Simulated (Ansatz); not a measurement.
# HfS: the cost of one run

The runs use Ansatz 0.2.0, Gaussian basis; def2-TZVPP, core rule «outside noble gas», up to 9 orbitals frozen.

To be run: UHF; CCSD(T) on ROHF; CCSD(T) on UHF; CCSDT(Q) on ROHF; CCSDT(Q) on UHF.

10 further runs of the same task are left out: 6 for a known fault of the program, 4 set aside as unsound or not needed.

## (1) What is computed

The geometry is a PBE0/def2-TZVP stationary point (not a proven minimum) of the parent state, kept for this charge and spin. No spin-orbit coupling is included. Elements past krypton take def2 core potentials.

2 atoms, charge 0, spin multiplicity 3.

Atoms are counted from 1 here; the program's logs count them from 0.

Bond lengths: Hf1–S2 2.164 Å.

## (2) UHF

in.yaml reads:

```yaml
crystal:
  periodic: [false, false, false]
  atoms:
    - {symbol: Hf, position_ang: [0.000000, 0.000000, 0.000000]}
    - {symbol: S, position_ang: [0.000000, 0.000000, 2.163711]}
basis:
  gaussian: {orbitals: def2-TZVPP}
magnetization: {spin_polarized: true, initial_magnetization: 2}
hamiltonian: {xc: hf}
output: {orbitals: {seedname: orbitals}}
```

On the command line:

```sh
> ansatz run in.yaml --threads 1 --pin off --events-out ev --progress --plain --max-ram 2560MiB --backend cpu
```

**Question.** How long does this run take on 1 thread of AMD EPYC 7R13, shared host, and how much memory does it need?

About 5.5 s, with a peak of 0.25 GiB.
